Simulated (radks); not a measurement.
# Taking charge from the 5p level of Nd⁺ in fractions

An exercise on one series of results from a longer session: the logs are not shown, and one member is left open.

The numbers are computed with radks (a radial shooting solver on a logarithmic mesh, Libxc functionals) version 1 (scalar-relativistic Kohn-Sham, PBE, spin-polarised, spherical densities, point nucleus; open shells are filled with parallel spins first), except any that are marked as measured or tabulated.

### Starting point

| Quantity | Value |
| --- | --- |
| element | neodymium (Z = 60) |
| charge | +1 |
| electrons | 59 |
| configuration | [Kr] 4d10 4f4 5s2 5p(up 3, down 3) 6s1 |

A shell typed twice in an input gives spin up, then spin down.

Set-up of the first run:

Input:

```text
Z 60
configuration [Kr] 4d10 4f4 5s2 5p3 5p3 6s1
relativity scalar-relativistic
functional pbe,pbe
spin polarised
nucleus point
c 137.035999084
```

Steps of the session up to this table: Start: [Kr] 4d10 4f4 5s2 5p(up 3, down 3) 6s1.

One of the session's tables, all rows but one given; the rest of the session is left out.

It belongs to the step «Start: [Kr] 4d10 4f4 5s2 5p(up 3, down 3) 6s1». From the orbitals of this run (lengths in bohr):

| level | <r> | outermost maximum (interpolated) | 90 % within | nodes |
| --- | --- | --- | --- | --- |
| 4d down | 0.7074 | 0.618 | 1.06 | 1 |
| 5s up | 1.468 | 1.32 | 2.11 | 4 |
| 5s down | 1.482 | 1.33 | 2.14 | 4 |
| 5p up | 1.718 | 1.49 | 2.52 | 3 |
| 5p down | ? | ? | ? | ? |
| 6s up | 3.972 | 3.52 | 5.74 | 5 |
| 4f up | 1.090 | 0.663 | 1.93 | 0 |
| 4f down | 1.151 | 0.664 | 2.08 | 0 |

**Question.** Estimate the row for 5p down.

As computed: <r>: 1.738; outermost maximum (interpolated): 1.51; 90 % within: 2.55; nodes: 3. In the column «<r>» it lies between 5p up (1.718) and 6s up (3.972).
